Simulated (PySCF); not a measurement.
**C₆H₅F: electronic excitations**

Wanted: the electronic excitations of C₆H₅F (`C#CC(C#C)CF`), by calculation.

Programs: PySCF 2.14.0, with density-fitted response routines of our own. Each step states its level of theory. These are calculated values for one molecule in the gas phase, unless marked as measured. Atoms count from 0, in the outputs and in this text.

**1. Starting geometry**

12 atoms, charge 0, multiplicity 1; geometry from: GFN2-xTB.

Bonds of the start (Å): C0–C1 1.20, C1–C2 1.46, C2–C3 1.46, C3–C4 1.20, C2–C5 1.54, C5–F6 1.37, C0–H7 1.05, C2–H8 1.10, C4–H9 1.05, C5–H10 1.10, C5–H11 1.09.

**2. Excited states and response: PBE0/def2-SVPD**

The job: settings as JSON, then the geometry in Å.

```
{"job": {"kind": "uv", "xc": "PBE0", "basis": "def2-SVPD", "nstates": 8, "ntriplets": 3}, "charge": 0, "multiplicity": 1}
C      0.049976     2.467224     0.537217
C     -0.032506     1.351516     0.115079
C     -0.133623    -0.021149    -0.361329
C      1.142062    -0.695410    -0.167693
C      2.194749    -1.234714     0.009013
C     -1.240782    -0.784325     0.384288
F     -2.475990    -0.314641     0.019001
H      0.120031     3.452497     0.889854
H     -0.377311    -0.010124    -1.432532
H      3.119515    -1.708963     0.149677
H     -1.214883    -1.849662     0.128545
H     -1.150041    -0.652936     1.467572
```

With the program's defaults for keys left out, this is: TDDFT PBE0/def2-SVPD, vertical, gas phase, core orbitals frozen in the response.

Started as:

```console
$ OMP_NUM_THREADS=1 python probes_run.py task.json out
```

The driver reads the jobs from task.json and runs them one after another.

Standard output:

```text
coarse grid: 10704 points
cycle   1  E = -330.6031141176  dE =  9.435e-01  |g| = 5.464e-01  |ddm| = 1.016e+01
cycle   2  E = -330.5670189450  dE =  3.610e-02  |g| = 7.152e-01  |ddm| = 2.694e+00
cycle   3  E = -330.6604791146  dE = -9.346e-02  |g| = 1.718e-01  |ddm| = 1.174e+00
cycle   4  E = -330.6664226496  dE = -5.944e-03  |g| = 7.751e-02  |ddm| = 3.176e-01
cycle   5  E = -330.6678050891  dE = -1.382e-03  |g| = 1.826e-02  |ddm| = 1.289e-01
cycle   6  E = -330.6678763508  dE = -7.126e-05  |g| = 3.519e-03  |ddm| = 4.294e-02
cycle   7  E = -330.6678791174  dE = -2.767e-06  |g| = 1.087e-03  |ddm| = 1.058e-02
final grid: 105712 points
cycle   8  E = -330.7189614455  dE = -3.005e-05  |g| = 5.894e-03  |ddm| = 1.657e-01
cycle   9  E = -330.7189559083  dE =  5.537e-06  |g| = 8.070e-03  |ddm| = 2.666e-02
cycle  10  E = -330.7189689873  dE = -1.308e-05  |g| = 1.992e-03  |ddm| = 1.243e-02
cycle  11  E = -330.7189698801  dE = -8.928e-07  |g| = 5.411e-04  |ddm| = 3.448e-03
cycle  12  E = -330.7189699458  dE = -6.567e-08  |g| = 1.416e-04  |ddm| = 8.054e-04
cycle  13  E = -330.7189699494  dE = -3.602e-09  |g| = 6.880e-05  |ddm| = 3.645e-04
cycle  14  E = -330.7189699505  dE = -1.110e-09  |g| = 1.239e-05  |ddm| = 1.156e-04
cycle  15  E = -330.7189699505  dE = -3.456e-11  |g| = 2.622e-06  |ddm| = 3.104e-05
converged SCF energy = -330.7189699505

Static polarisability (au): isotropic 66.982, principal 50.302 67.233 83.410

Singlet excitations
state   eV       nm        f      main configurations
  1   6.5973    187.9   0.00167   H-1->L 0.63, H-1->L+1 0.13
  2   6.6790    185.6   0.00033   H->L 0.28, H->L+1 0.26, H-2->L 0.14
  3   6.8369    181.3   0.00964   H->L+1 0.31, H->L 0.27, H-2->L+1 0.10
  4   6.9608    178.1   0.00050   H-2->L 0.32, H->L+3 0.10
  5   6.9928    177.3   0.00339   H->L+2 0.25, H-2->L 0.19, H-3->L+1 0.10
  6   7.0319    176.3   0.00911   H-1->L+1 0.35, H-3->L 0.20, H-3->L+1 0.10
  7   7.6648    161.8   0.06093   H-1->L+1 0.28, H-1->L+3 0.24, H-1->L+2 0.12
  8   7.6909    161.2   0.02182   H->L+3 0.45, H->L+2 0.21, H->L+1 0.14

Triplet excitations (Tamm-Dancoff, eV): 5.3565 5.4343 5.8983
```

It took 47 s on 1 thread of Arm Neoverse N1, shared host; peak memory 0.67 GiB.

Frontier orbitals and where they lie:

```csv
orbital,eV,atoms
HOMO−3,-8.65,"C3 26 %, C4 25 %, C1 16 %"
HOMO−2,-8.55,"C3 28 %, C4 28 %, C1 17 %"
HOMO−1,-8.07,"C0 27 %, C1 24 %, C4 14 %"
HOMO,-8.07,"C0 29 %, C1 28 %, C4 18 %"
LUMO,0.34,"C4 21 %, C3 18 %, C0 17 %"
LUMO+1,0.45,"C4 15 %, H8 14 %, C3 14 %"
LUMO+2,0.79,"C4 25 %, C3 22 %, C5 13 %"
```

With each of the 8 states as a Gaussian band of 0.4 eV half-width at 1/e, the curve within the window shown has maxima at 162 nm (ε 3,400) L/(mol cm). Beyond the last state computed it falls off for lack of states. The curve at chosen wavelengths:

(nm, ε (L/mol/cm)): (155, 1774), (157, 2497), (159, 3082), (161, 3373), (163, 3315), (165, 2971), (167, 2480), (169, 1990), (171, 1597), (173, 1334), (175, 1178), (177, 1085), (179, 1011), (182, 879), (184, 767), (186, 642), (188, 515), (190, 398), (192, 295), (194, 212), (196, 147), (198, 99), (200, 65), (202, 41), (204, 26), (206, 16)

Further results of this job:

```csv
property,computed
dipole moment (D),1.49
polarisability (Å³),9.93
HOMO–LUMO gap (eV),8.41
−ε(HOMO) (eV),8.07
```

**3. Summary of results**

| quantity | value |
| --- | --- |
| lowest singlet (PBE0/def2-SVPD) | 6.60 eV (188 nm), f = 0.002 |
| brightest single state of those computed | state 7, 7.66 eV, f = 0.061 |
| lowest triplet | 5.36 eV |

**Reading.** The lowest singlet, at 6.60 eV, is HOMO−1→LUMO 0.63, HOMO−1→LUMO+1 0.13 and is weak; of the 8 states computed, the strongest absorption comes from states 7 to 8 together at 7.66 eV (the last computed, so partners may be missing). The lowest triplet lies 1.24 eV below the lowest singlet (triplets in Tamm-Dancoff, singlets in full TDDFT).
